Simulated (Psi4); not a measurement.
**SiH4O4 (orthosilicic acid) at MP2/def2-SVP**

Aim: the vertical singlet–triplet gap of SiH4O4 (orthosilicic acid) at MP2/def2-SVP, from 2 runs. 

The calculation is run with Psi4 1.11.

2 further runs of the same task are left out: 2 set aside as unsound or not needed.

### 1 The molecule

SiH4O4: 9 atoms, total charge 0, spin state singlet. SMILES: `O[Si](O)(O)O`. The shape is that of a PBE0-D4/def2-TZVP optimisation. This is one conformer, not always the lowest.

Bond lengths: O1–Si2 1.631 Å, Si2–O3 1.631 Å, Si2–O4 1.631 Å, Si2–O5 1.631 Å, O1–H6 0.958 Å, O3–H7 0.958 Å, O4–H8 0.958 Å, O5–H9 0.958 Å. Angles: O1–Si2–O3 106.4°, O1–Si2–O4 115.8°, O1–Si2–O5 106.4°, O3–Si2–O4 106.4°, O3–Si2–O5 115.8°, O4–Si2–O5 106.4°, Si2–O1–H6 116.6°, Si2–O3–H7 116.6°, Si2–O4–H8 116.6°, Si2–O5–H9 116.6°.

### 2 The energy at MP2/def2-SVP

Input file h4o4si.in:

```
memory 2200 mb

molecule {
  0 1
  O     -1.83123910     1.46708888    -1.99849876
  Si     0.00001890     0.00005669    -0.00007559
  O      2.88676453     0.81953643    -0.70326158
  O     -0.08152279    -3.07889298    -0.11319459
  O     -0.97396484     0.79249444     2.81467147
  H     -1.20840427     1.64358930    -3.68936900
  H      4.20705948    -0.25543428    -0.08728645
  H     -1.45138525    -3.88552258     0.75339601
  H     -1.54728885     2.49712190     3.02363739
  units au
  symmetry c1
}

set {
  basis           def2-SVP
  puream          true
  e_convergence   1e-09
  d_convergence   1e-08
  scf_type        pk
  num_frozen_docc 9
  mp2_type        conv
}

energy('mp2')
```

Command:

```console
$ psi4 h4o4si.in h4o4si.out -n 1
```

h4o4si.out:

```text
[...]
  Running in c1 symmetry.
[...]
  Nuclear repulsion =  269.977267110290200
[...]
  Multiplicity = 1
[...]
  Nalpha       = 25
  Nbeta        = 25
[...]
    Number of basis functions: 94
[...]
   @RHF iter   1:  -590.36778960420111   -9.82452e-01   7.91662e-03 ADIIS/DIIS
[...]
   @RHF iter  10:  -590.59051830087924   -1.25056e-11   7.67110e-09 DIIS
[...]
    Orbital Energies [Eh]
    ---------------------
    Doubly Occupied:
       1A    -68.832064     2A    -20.551389     3A    -20.551380
       4A    -20.551379     5A    -20.551375     6A     -6.188159
       7A     -4.301092     8A     -4.301092     9A     -4.300822
      10A     -1.362631    11A     -1.316703    12A     -1.316702
      13A     -1.309801    14A     -0.783146    15A     -0.714957
      16A     -0.714955    17A     -0.703645    18A     -0.591378
      19A     -0.561072    20A     -0.555897    21A     -0.555895
      22A     -0.537728    23A     -0.527823    24A     -0.497797
      25A     -0.497795
[...]
  @RHF Final Energy:  -590.59051830087924
   => Energetics <=
    Nuclear Repulsion Energy =            269.9772671102901995
    One-Electron Energy =               -1355.7822165511015555
    Two-Electron Energy =                 495.2144311399322874
    Total Energy =                       -590.5905183008792392
[...]
 Multipole Moments:
 ------------------------------------------------------------------------------------
     Multipole            Electronic (a.u.)      Nuclear  (a.u.)        Total (a.u.)
 ------------------------------------------------------------------------------------
 L = 1.  Multiply by 2.5417464519 to convert [e a0] to [Debye]
 Dipole X            :          0.0000236           -0.0000323           -0.0000087
 Dipole Y            :          0.0000645           -0.0002244           -0.0001599
 Dipole Z            :         -0.0000818            0.0003169            0.0002351
 Magnitude           :                                                    0.0002845
[...]
	SCS-MP2 Total Energy (a.u.)        :  -591.39700830002903
	SOS-MP2 Total Energy (a.u.)        :  -591.32282780853416
	SCSN-MP2 Total Energy (a.u.)       :  -590.98219129597237
[...]
	SOS-PI-MP2 Total Energy (a.u.)     :  -591.44487939314331
[...]
	MP2 Total Energy (a.u.)            :  -591.42331769840985
[...]
```

Run time: 9.9 s. Hardware: 1 thread of AMD EPYC 7R43 (Zen 3), shared host; peak memory 0.51 GiB.

### 3 The triplet

Input file run_ase.py:

```python
import numpy as np
from ase.calculators.psi4 import Psi4
from ase import Atoms

mol = Atoms(['O', 'Si', 'O', 'O', 'O', 'H', 'H', 'H', 'H'], positions=[
    [-0.969050, 0.776350, -1.057560],
    [0.000010, 0.000030, -0.000040],
    [1.527610, 0.433680, -0.372150],
    [-0.043140, -1.629280, -0.059900],
    [-0.515400, 0.419370, 1.489460],
    [-0.639460, 0.869750, -1.952330],
    [2.226280, -0.135170, -0.046190],
    [-0.768040, -2.056130, 0.398680],
    [-0.818790, 1.321420, 1.600040],
])
calc = Psi4(atoms=mol, method='mp2', basis='def2-SVP', memory='2200MB', num_threads=1, charge=0, multiplicity=3, label='psi4-calc', reference='uhf')
calc.psi4.set_options({'puream': True, 'e_convergence': 1e-09, 'd_convergence': 1e-08, 'scf_type': 'pk', 'num_frozen_docc': 9, 'mp2_type': 'conv', 'maxiter': 100})
mol.calc = calc

print(f'energy: {mol.get_potential_energy():.6f} eV')
```

Command:

```console
$ python run_ase.py
```

psi4-calc.dat:

```text
[...]
  Running in c1 symmetry.
[...]
  Nuclear repulsion =  269.977267005942508
[...]
  Multiplicity = 3
[...]
  Nalpha       = 26
  Nbeta        = 24
[...]
    Number of basis functions: 94
[...]
   @UHF iter   1:  -590.01703263875322   -6.31695e-01   6.46730e-03 DIIS/ADIIS
[...]
   @UHF iter  27:  -590.23198755697786   -3.06954e-12   9.53791e-09 DIIS
[...]
   @S^2 Observed:                2.059157567E+00
[...]
    Orbital Energies [Eh]
    ---------------------
    Alpha Occupied:
       1A    -68.865784     2A    -20.691761     3A    -20.691737
       4A    -20.564827     5A    -20.564824     6A     -6.223685
       7A     -4.337501     8A     -4.334752     9A     -4.334714
      10A     -1.486070    11A     -1.466863    12A     -1.349291
      13A     -1.333260    14A     -0.858354    15A     -0.816205
      16A     -0.753929    17A     -0.742102    18A     -0.731437
      19A     -0.693990    20A     -0.657647    21A     -0.657284
      22A     -0.586105    23A     -0.568881    24A     -0.551910
      25A     -0.511770    26A     -0.075038
    Alpha Virtual:
[...]
  @UHF Final Energy:  -590.23198755697786
   => Energetics <=
    Nuclear Repulsion Energy =            269.9772670059425081
    One-Electron Energy =               -1353.0352607336308211
    Two-Electron Energy =                 492.8260061707106274
    Total Energy =                       -590.2319875569778560
  UHF NO Occupations:
  HONO-2 :   24  A 1.9729809
  HONO-1 :   25  A 1.0000000
[...]
 Multipole Moments:
 ------------------------------------------------------------------------------------
     Multipole            Electronic (a.u.)      Nuclear  (a.u.)        Total (a.u.)
 ------------------------------------------------------------------------------------
 L = 1.  Multiply by 2.5417464519 to convert [e a0] to [Debye]
 Dipole X            :          0.1744662           -0.0000323            0.1744339
 Dipole Y            :          0.1470799           -0.0002244            0.1468555
 Dipole Z            :          0.1926377            0.0003169            0.1929546
 Magnitude           :                                                    0.2987058
[...]
	SCS-MP2 Total Energy (a.u.)        :  -591.05169538152438
	SOS-MP2 Total Energy (a.u.)        :  -591.03587589959034
	SCSN-MP2 Total Energy (a.u.)       :  -590.64201676381992
[...]
	SOS-PI-MP2 Total Energy (a.u.)     :  -591.09771346440664
[...]
	MP2 Total Energy (a.u.)            :  -591.08333434539247
[...]
```

The script printed:

```text
energy: -16084.196783 eV
```

Run time: 14 s. Hardware: 1 thread of AMD EPYC 7R43 (Zen 3), shared host; peak memory 0.52 GiB.

### 4 Results

At MP2/def2-SVP, 9 core orbitals frozen:

```
                                                           quantity          value
                                              singlet: total energy  -591.42332 Eh
                       singlet: HOMO energy (Hartree–Fock orbitals)      -13.55 eV
                       singlet: LUMO energy (Hartree–Fock orbitals)        4.31 eV
                     singlet: HOMO–LUMO gap (Hartree–Fock orbitals)       17.86 eV
               singlet: correlation energy (9 core orbitals frozen)     -832.8 mEh
                                              triplet: total energy  -591.08333 Eh
triplet: HOMO energy (Hartree–Fock orbitals) (highest over α and β)       -2.04 eV
               triplet: correlation energy (9 core orbitals frozen)     -851.3 mEh
                         triplet: ⟨S²⟩ of the reference determinant          2.059
                   vertical energy of the triplet above the singlet       9.251 eV
```

**Reading.** At this shape the triplet lies 9.25 eV (893 kJ/mol) above the singlet.
